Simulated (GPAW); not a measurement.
A run of GPAW 26.7.0 is set up as follows.

The input run.py:

```python
from ase import Atoms
from ase.filters import FrechetCellFilter
from ase.io import write
from ase.optimize import BFGS
from ase.units import GPa
from gpaw import GPAW, PW, setup_paths

setup_paths.insert(0, '.')

atoms = Atoms(['Ag', 'Rh'],
              cell=[[2.7775881998, 0.0, 0.0],
                    [-1.3887940999, 2.4054619423, 0.0],
                    [0.0, 0.0, 4.808602]],
              scaled_positions=[[0.0, 0.0, 0.5],
                                [0.6666666667, 0.3333333333, 0.0]],
              pbc=True)

calc = GPAW(mode=PW(600),
            xc='PBEsol',
            kpts={'size': (8, 8, 4), 'gamma': True},
            occupations={'name': 'fermi-dirac', 'width': 0.05},
            nbands=29,
            convergence={'density': 1e-05, 'forces': 0.0001},
            maxiter=150,
            txt='gpaw.txt')
atoms.calc = calc
opt = BFGS(FrechetCellFilter(atoms, scalar_pressure=2 * GPa), trajectory='relax.traj', logfile='-')
done = opt.run(fmax=0.02, steps=60)
calc.write('gs.gpw')
write('result.traj', atoms)
print('Converged:', done)
print('Cell:', atoms.cell.cellpar().round(4))
print('Volume:', round(atoms.get_volume(), 4))
print(atoms.get_scaled_positions().round(5))
```

Potentials or basis: PAW data sets generated in the run's folder for this functional, pw.

Launch:

```sh
$ gpaw-setup -f PBEsol Ag Rh
$ OMP_NUM_THREADS=1 python run.py
```

(1) Predict the relaxed cell.

(2) Estimate the band gap on the k mesh.

Results:

(1) a = 2.725 Å, b = 2.725 Å, c = 4.647 Å, α = 90.00°, β = 90.00°, γ = 120.00°.

(2) none (metal or under the smearing width).

Caveat: later steps reuse the first step's grids.
